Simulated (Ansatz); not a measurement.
# C6H4F6MgO2: basis-set convergence

An exercise on one series of results from a longer session: the logs are not shown, and one member is left open.

Program: Ansatz 0.2.0, Gaussian basis. Level of theory: one geometry, several basis sets. These are calculated values, not measurements.

Plan: PBE0-D4/def2-SVP; ωB97M-V/def2-SVP; PBE0-D4/def2-QZVPP; ωB97M-V/def2-QZVPP; the functionals' def2-TZVPP values are taken from earlier runs.

## The relaxed structure

The geometry comes from an earlier relaxation with PBE0-D4 in a triple-zeta def2 set; it is a stationary point, not always the lowest conformer.

SMILES `[CH3][Mg-]1[O]C(C(F)(F)F)=CC(C(F)(F)F)=[O+]1`, 19 atoms, charge 0, spin multiplicity 1.

Atoms are counted from 1 here; the program's logs count them from 0.

Bond lengths: C1–Mg2 2.069 Å, C1–H16 1.094 Å, C1–H17 1.095 Å, C1–H18 1.095 Å, Mg2–O3 1.969 Å, Mg2–O15 1.969 Å, O3–C4 1.253 Å, C4–C5 1.538 Å, C4–C9 1.393 Å, C5–F6 1.331 Å, C5–F7 1.332 Å, C5–F8 1.331 Å, C9–C10 1.393 Å, C9–H19 1.077 Å, C10–C11 1.538 Å, C10–O15 1.253 Å, C11–F12 1.331 Å, C11–F13 1.331 Å and more. Angles: Mg2–C1–H16 111.9°, Mg2–C1–H17 111.8°, Mg2–C1–H18 111.9°, H16–C1–H17 106.9°, H16–C1–H18 107.3°, H17–C1–H18 106.8°, C1–Mg2–O3 135.4°, C1–Mg2–O15 135.4°, O3–Mg2–O15 89.2°, Mg2–O3–C4 127.6°, O3–C4–C5 113.8°, O3–C4–C9 127.3°, C5–C4–C9 118.8°, C4–C5–F6 109.8°, C4–C5–F7 112.6°, C4–C5–F8 109.8°, F6–C5–F7 108.1°, F6–C5–F8 108.3° and more.

Set-up of the first run:

in.yaml

```yaml
crystal:
  periodic: [false, false, false]
  atoms:
    - {symbol: C, position_ang: [-2.730089, -2.808177, -0.335570]}
    - {symbol: Mg, position_ang: [-1.293342, -1.328649, -0.164008]}
    - {symbol: O, position_ang: [-1.313178, 0.633957, -0.010472]}
    - {symbol: C, position_ang: [-0.329358, 1.402140, 0.096437]}
    - {symbol: C, position_ang: [-0.710149, 2.888788, 0.199272]}
    - {symbol: F, position_ang: [-1.484401, 3.083798, 1.264561]}
    - {symbol: F, position_ang: [0.353450, 3.683503, 0.310550]}
    - {symbol: F, position_ang: [-1.389071, 3.257030, -0.885017]}
    - {symbol: C, position_ang: [1.017877, 1.049859, 0.129858]}
    - {symbol: C, position_ang: [1.412205, -0.283090, 0.039835]}
    - {symbol: C, position_ang: [2.912980, -0.617182, 0.081356]}
    - {symbol: F, position_ang: [3.266118, -1.249097, -1.035885]}
    - {symbol: F, position_ang: [3.168719, -1.417579, 1.114028]}
    - {symbol: F, position_ang: [3.676259, 0.468328, 0.201092]}
    - {symbol: O, position_ang: [0.672983, -1.287905, -0.075383]}
    - {symbol: H, position_ang: [-3.646351, -2.435024, -0.803687]}
    - {symbol: H, position_ang: [-3.014308, -3.213311, 0.641215]}
    - {symbol: H, position_ang: [-2.377863, -3.651312, -0.938135]}
    - {symbol: H, position_ang: [1.765717, 1.819523, 0.226354]}
basis:
  gaussian: {orbitals: def2-SVP}
hamiltonian: {xc: pbe0, dispersion: d4}
output: {orbitals: {seedname: orbitals}}
```

The run is started by

```console
$ ansatz run in.yaml --threads 11 --pin off --events-out ev --progress --plain --max-ram 174080MiB --backend cpu
```

Among the steps run: PBE0-D4 in def2-SVP; ωB97M-V in def2-SVP; PBE0-D4 in def2-QZVPP; ωB97M-V in def2-QZVPP.

One table of the session follows, with a row left open; its other results are not shown here.

It belongs to the step «Density functionals: the series». 

| functional | basis | HOMO (eV) | LUMO (eV) |
| --- | --- | --- | --- |
| PBE0-D4 | def2-SVP | -7.09 | -2.99 |
| PBE0-D4 | def2-TZVPP | -7.11 | -3.07 |
| PBE0-D4 | def2-QZVPP | -7.11 | -3.10 |
| ωB97M-V | def2-SVP | ? | ? |
| ωB97M-V | def2-TZVPP | -9.39 | -0.96 |
| ωB97M-V | def2-QZVPP | -9.39 | -1.00 |

**Question.** Estimate the row for ωB97M-V, def2-SVP.

As computed: HOMO (eV): -9.35; LUMO (eV): -0.85. In the column «HOMO (eV)» it lies between ωB97M-V, def2-QZVPP (-9.39) and PBE0-D4, def2-TZVPP (-7.11).
